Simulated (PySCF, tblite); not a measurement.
# C₄H₁₂O₂Si₃: geometry, infrared bands and NMR shifts

Wanted: the infrared bands and NMR shifts of C₄H₁₂O₂Si₃ (`C/C(=C\C=O)[SiH2]O[SiH2][SiH3]`), by calculation.

The runs use tblite 0.8.0 and PySCF 2.14.0, with density-fitted response routines of our own; the level of theory stands in each step. All values are computed, except where a source is named. Atoms count from 0, in the outputs and in this text.

**1. The starting structure**

21 atoms, charge 0, multiplicity 1; geometry from: force field or distance geometry start.

Bonds of the start (Å): C0–C1 1.46, C1–C2 1.30, C2–C3 1.47, C3–O4 1.25, C1–Si5 1.85, Si5–O6 1.72, O6–Si7 1.71, Si7–Si8 2.25, C0–H9 1.11, C0–H10 1.13, C0–H11 1.13, C2–H12 1.08, C3–H13 1.08, Si5–H14 1.47, Si5–H15 1.46, Si7–H16 1.47, Si7–H17 1.47, Si8–H18 1.47, Si8–H19 1.48, Si8–H20 1.44.

**2. Geometry optimisation with GFN2-xTB**

What the job is given:

```
{"job": {"kind": "relax", "xc": "GFN2-xTB", "basis": "xTB"}, "charge": 0, "multiplicity": 1}
C     -2.875400    -0.995200     0.425300
C     -1.607400    -0.312100     0.177100
C     -1.559900     0.976500     0.055400
C     -2.732400     1.865200     0.110700
O     -3.898000     1.477100     0.320600
Si    -0.072700    -1.333000     0.081100
O      1.099600    -0.598600    -0.938900
Si     2.107200     0.532200    -0.134400
Si     4.252900    -0.012400    -0.537600
H     -3.682100    -0.771200    -0.299100
H     -3.224500    -0.840700     1.491900
H     -2.727600    -2.108700     0.350100
H     -0.601800     1.442300    -0.114200
H     -2.553200     2.919000    -0.013500
H      0.458700    -1.612300     1.422200
H     -0.457500    -2.602900    -0.534700
H      1.862300     0.552600     1.315100
H      1.969200     1.887500    -0.694900
H      4.314100    -1.285500    -1.261600
H      4.885000     0.988300    -1.424400
H      5.034700    -0.151100     0.667500
```

On the command line:

```
OMP_NUM_THREADS=1 python probes_run.py task.json out
```

The driver reads the jobs from task.json and runs them one after another.

**Question.** This job is followed by: GFN2-xTB harmonic vibrations, gas phase; GIAO PBE0/pcSseg-1 NMR shielding, non-relativistic, gas phase. What will the session give for the following? strongest single infrared mode (GFN2-xTB); zero-point energy (GFN2-xTB); 13C shifts against TMS (PBE0/pcSseg-1); 1H shifts against TMS (PBE0/pcSseg-1, means over atoms taken as alike); 17O shifts against H2O (PBE0/pcSseg-1); 29Si shifts against TMS (PBE0/pcSseg-1).

As calculated:

| quantity | value |
| --- | --- |
| strongest single infrared mode (GFN2-xTB) | 715 cm⁻¹, 1293 km/mol |
| zero-point energy (GFN2-xTB) | 86.8 kcal/mol |
| 13C shifts against TMS (PBE0/pcSseg-1) | 193.6, 175.2, 139.2, 22.3 ppm |
| 1H shifts against TMS (PBE0/pcSseg-1, means over atoms taken as alike) | 10.23, 6.80, 5.84, 5.16, 3.52, 2.41 ppm |
| 17O shifts against H2O (PBE0/pcSseg-1) | 714.2, 2.0 ppm |
| 29Si shifts against TMS (PBE0/pcSseg-1) | -26.4, -41.9, -119.8 ppm |

What this shows: Relaxing lowered the energy by 1.037 eV in 136 steps; the close pair that moved most is Si5–O6, from 1.719 to 1.609 Å. The lowest mode is slightly imaginary (10i cm⁻¹), a soft motion within the noise of the Hessian, so the minimum is not strictly shown. The strongest single mode, at 715 cm⁻¹, is spread over many atoms; the largest shares are those of H16, H17. Unscaled tight-binding wavenumbers are off by several per cent, some by more. Its intensities can rank the bands wrongly. C3 (aldehyde carbonyl carbon) lies farthest downfield among carbon, at 193.6 ppm; low-lying n→π* states of the double bond to the heteroatom give a large paramagnetic term (-252 ppm). H13 (hydrogen on an aldehyde carbonyl carbon) lies farthest downfield among hydrogen, at 10.23 ppm; deshielded by the polar, anisotropic C=O bond. At PBE0/pcSseg-1: Shielding is most anisotropic at O4 (span 1474 ppm, paramagnetic term -777 ppm).
